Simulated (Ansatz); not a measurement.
# AlH₂Br: basis-set convergence

The task here is to estimate one member of a computed series from the others.

The runs use Ansatz 0.2.0, Gaussian basis; one geometry, several basis sets.

Levels to be run: PBE0-D4/def2-SVP; ωB97M-V/def2-SVP; PBE0-D4/def2-QZVPP; ωB97M-V/def2-QZVPP; the functionals' def2-TZVPP values are taken from earlier runs.

### Structure used throughout

All runs share one geometry, relaxed beforehand with PBE0-D4 in a triple-zeta def2 set.

SMILES `[AlH2][Br]`, 4 atoms, charge 0, spin multiplicity 1.

Atoms are counted from 1 here; the program's logs count them from 0.

Bond lengths: Al1–Br2 2.257 Å, Al1–H3 1.576 Å, Al1–H4 1.576 Å. Angles: Br2–Al1–H3 117.6°, Br2–Al1–H4 117.6°, H3–Al1–H4 124.9°.

The first run:

The input, in.yaml:

```yaml
crystal:
  periodic: [false, false, false]
  atoms:
    - {symbol: Al, position_ang: [-0.148307, -0.064707, -0.110329]}
    - {symbol: Br, position_ang: [1.684920, 0.496611, 1.079655]}
    - {symbol: H, position_ang: [-0.561559, -1.584842, -0.139186]}
    - {symbol: H, position_ang: [-0.919653, 1.092738, -0.850440]}
basis:
  gaussian: {orbitals: def2-SVP}
hamiltonian: {xc: pbe0, dispersion: d4}
output: {orbitals: {seedname: orbitals}}
```

Launch:

```
$ ansatz run in.yaml --threads 2 --pin off --events-out ev --progress --plain --max-ram 22528MiB --backend cpu
```

Steps of the session up to this table: PBE0-D4 in def2-SVP; ωB97M-V in def2-SVP; PBE0-D4 in def2-QZVPP; ωB97M-V in def2-QZVPP.

One table of the session follows, with a row left open; its other results are not shown here.

It belongs to the step «Functionals by basis». 

```
functional       basis  HOMO (eV)  LUMO (eV)
   PBE0-D4    def2-SVP      -8.19      -1.72
   PBE0-D4  def2-TZVPP          ?          ?
   PBE0-D4  def2-QZVPP      -8.28      -1.77
   ωB97M-V    def2-SVP     -10.32       0.01
   ωB97M-V  def2-TZVPP     -10.46      -0.11
   ωB97M-V  def2-QZVPP     -10.47      -0.23
```

**Question.** Estimate the row for PBE0-D4, def2-TZVPP.

**Answer.** HOMO (eV): -8.28; LUMO (eV): -1.75.
